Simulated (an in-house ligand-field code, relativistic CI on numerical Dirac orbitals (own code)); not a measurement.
**d3 in a ligand field: terms for several parameter sets**

Which terms of d3 lie lowest for given Racah parameters and ligand field?

Method: parametric ligand-field model of a d^n configuration (Racah B and C, spin-orbit zeta, crystal field), exact diagonalisation. Code: an in-house ligand-field code version 1.

**1. The system**

| Property | Result |
| --- | --- |
| shell | d3 |
| set 1 (cm⁻¹) | B = 660, C = 2590, D3d, 10Dq = 27200, Dsigma = -1200, Dtau = -310 |
| set 2 (cm⁻¹) | B = 1120, C = 3970, D3d, 10Dq = 45000, Dsigma = 1090, Dtau = -220 |
| set 3 (cm⁻¹) | B = 630, C = 2640, Oh, 10Dq = 71050 |
| set 4 (cm⁻¹) | B = 310, C = 1440, D3d, 10Dq = 29400, Dsigma = 380, Dtau = -480 |
| set 5 (cm⁻¹) | B = 1140, C = 5670, Oh, 10Dq = 46200 |
| set 6 (cm⁻¹) | B = 1110, C = 4200, Oh, 10Dq = 8500 |
| set 7 (cm⁻¹) | B = 960, C = 3840, Oh, 10Dq = 31850 |
| set 8 (cm⁻¹) | B = 990, C = 3930, D4h, 10Dq = 26550, Ds = 3000, Dt = 750 |

**2. Set 1**

Settings, as recorded:

```ini
n = 3
racah_B = 660  # cm-1
racah_C = 2590  # cm-1
zeta = 0  # cm-1
symmetry = D3d
field = {"10Dq": 27200, "Dsigma": -1200, "Dtau": -310}  # cm-1
```

**3. Set 2**

Settings, as recorded:

```ini
n = 3
racah_B = 1120  # cm-1
racah_C = 3970  # cm-1
zeta = 0  # cm-1
symmetry = D3d
field = {"10Dq": 45000, "Dsigma": 1090, "Dtau": -220}  # cm-1
```

**4. Set 3**

Settings, as recorded:

```ini
n = 3
racah_B = 630  # cm-1
racah_C = 2640  # cm-1
zeta = 0  # cm-1
symmetry = Oh
field = {"10Dq": 71050}  # cm-1
```

**5. Set 4**

Settings, as recorded:

```ini
n = 3
racah_B = 310  # cm-1
racah_C = 1440  # cm-1
zeta = 0  # cm-1
symmetry = D3d
field = {"10Dq": 29400, "Dsigma": 380, "Dtau": -480}  # cm-1
```

**6. Set 5**

Settings, as recorded:

```ini
n = 3
racah_B = 1140  # cm-1
racah_C = 5670  # cm-1
zeta = 0  # cm-1
symmetry = Oh
field = {"10Dq": 46200}  # cm-1
```

**7. Set 6**

Settings, as recorded:

```ini
n = 3
racah_B = 1110  # cm-1
racah_C = 4200  # cm-1
zeta = 0  # cm-1
symmetry = Oh
field = {"10Dq": 8500}  # cm-1
```

**8. Set 7**

Settings, as recorded:

```ini
n = 3
racah_B = 960  # cm-1
racah_C = 3840  # cm-1
zeta = 0  # cm-1
symmetry = Oh
field = {"10Dq": 31850}  # cm-1
```

**9. Set 8**

Settings, as recorded:

```ini
n = 3
racah_B = 990  # cm-1
racah_C = 3930  # cm-1
zeta = 0  # cm-1
symmetry = D4h
field = {"10Dq": 26550, "Ds": 3000, "Dt": 750}  # cm-1
```

(Steps that only read results are left out.)

Q: Predict the outcome of this session. Wanted: lowest terms; sets at their largest spin, of those that allow S over 1.

The runs gave:

| set | 10Dq/B (size) | lowest | S | electrons in z² and x²-y² | first level of the same spin (cm⁻¹) |
| --- | --- | --- | --- | --- | --- |
| 1: D3d | 41.2 | 4A2 | 1.50 | 0.00 | 4E 24189 |
| 2: D3d | 40.2 | 4A2 | 1.50 | 0.00 | 4A1 43692 |
| 3: Oh | 112.8 | 4A2 | 1.50 | 0.00 | 4T2 71050 |
| 4: D3d | 94.8 | 4A2 | 1.50 | 0.01 | 4E 26963 |
| 5: Oh | 40.5 | 4A2 | 1.50 | 0.00 | 4T2 46200 |
| 6: Oh | 7.7 | 4A2 | 1.50 | 0.00 | 4T2 8500 |
| 7: Oh | 33.2 | 4A2 | 1.50 | 0.00 | 4T2 31850 |
| 8: D4h | 26.8 | 4B1 | 1.50 | 0.00 | 4E 17744 |

| quantity | value |
| --- | --- |
| lowest terms | 1: 4A2, 2: 4A2, 3: 4A2, 4: 4A2, 5: 4A2, 6: 4A2, 7: 4A2, 8: 4B1 |
| sets at their largest spin, of those that allow S over 1 | 1, 2, 3, 4, 5, 6, 7, 8 |

**Reading.** 8 of 8 sets have the highest spin that their shell allows, S = 3/2. B, C and the field are free parameters here, not those of a compound.
